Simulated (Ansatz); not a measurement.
Working through a ranking of polymorphs by energy of 2 structures of NaSe

Computed with the Ansatz DFT code, driven from Python.

At the Python prompt:
```pycon
>>> import warnings
>>> import ansatz
>>> import numpy as np
>>> import pandas as pd
>>> PHASES = {
...     "Fm-3m": (
...         [(0.0, 2.99326, 2.99326), (2.99326, 0.0, 2.99326), (2.99326, 2.99326, 0.0)],
...         [
...             ("Na", (0.0, 0.0, 0.0)),
...             ("Se", (0.5, 0.5, 0.5)),
...         ],
...     ),
...     "P6_3/mmc": (
...         [(4.64853, 0.0, 0.0), (-2.32426, 4.02574, 0.0), (0.0, 0.0, 10.76145)],
...         [
...             ("Na", (0.0, 0.0, 0.0)),
...             ("Na", (0.0, 0.0, 0.5)),
...             ("Na", (1 / 3, 2 / 3, 0.25)),
...             ("Na", (2 / 3, 1 / 3, 0.75)),
...             ("Se", (1 / 3, 2 / 3, 0.63636)),
...             ("Se", (2 / 3, 1 / 3, 0.13636)),
...             ("Se", (2 / 3, 1 / 3, 0.36364)),
...             ("Se", (1 / 3, 2 / 3, 0.86364)),
...         ],
...     ),
... }
>>> def build(vectors, sites):
...     crystal = ansatz.Crystal(lattice=ansatz.Lattice.of(vectors))
...     for symbol, position in sites:
...         crystal = crystal.atom(symbol, position)
...     return crystal
...
>>> def compute(name, crystal):
...     calc = (
...         crystal.calculation()
...         .functional("r2scan")
...         .basis(45 * ansatz.Ry)
...         .kpoints(spacing=0.3)
...         .occupations("gaussian", width=0.02)
...         .stress()
...         .band_table()
...     )
...     return calc.run(threads=1)
...
>>> def pressure_gpa(outcome):
...     return float(np.trace(outcome.report["stress_gpa"]) / 3)
...
>>> def gap_ev(outcome):
...     # nan where the run reports no band edges: a metal, overlapping bands, or a gap that is small against the smearing
...     edges = outcome.report.get("band_edges_ev")
...     return edges[1] - edges[0] if edges else float("nan")
...
>>> warnings.simplefilter("ignore", ansatz.DeckWarning)
>>> phases = {name: build(*cell) for name, cell in PHASES.items()}
>>> done = {name: compute(name, crystal) for name, crystal in phases.items()}

>>> energy = {name: o.report["energy_sigma0_ev"] / len(o.lattice.sites) for name, o in done.items()}
>>> lowest = min(energy.values())
>>> rows = [(name, len(o.lattice.sites), 1000 * (energy[name] - lowest), pressure_gpa(o), gap_ev(o)) for name, o in done.items()]
>>> rows.sort(key=lambda row: row[2])
>>> print(pd.DataFrame(rows, columns=["phase", "atoms", "dE (meV/atom)", "P (GPa)", "gap (eV)"]).round(4).to_string(index=False))
   phase  atoms  dE (meV/atom)  P (GPa)  gap (eV)
P6_3/mmc      8         0.0000   0.0812    0.8387
   Fm-3m      2       488.2134  -1.3633       NaN
>>> print("order:", " < ".join(row[0] for row in rows))
order: P6_3/mmc < Fm-3m
```

By space group at the end of each run: P6_3/mmc (+0 meV an atom, 25.2 Å³) and Fm-3m (+488 meV an atom, 26.8 Å³).

Reading the output:
- Pressure is positive in compression.
- The cells come from databases of deposited and of computed structures, and not all need be stable phases.
- Levels are Kohn-Sham eigenvalues on this mesh, without spin-orbit coupling.
- The ranking holds among these structures alone, at zero temperature; the ground state may be another structure. Differences under about 40 meV an atom lie within the error of mesh and functional.
- The whole script took 36 s on 1 thread of Arm Neoverse V1, with other jobs on the host, peak memory 1.3 GiB.

(Lines on the test bed's own set-up are left out of the output.)
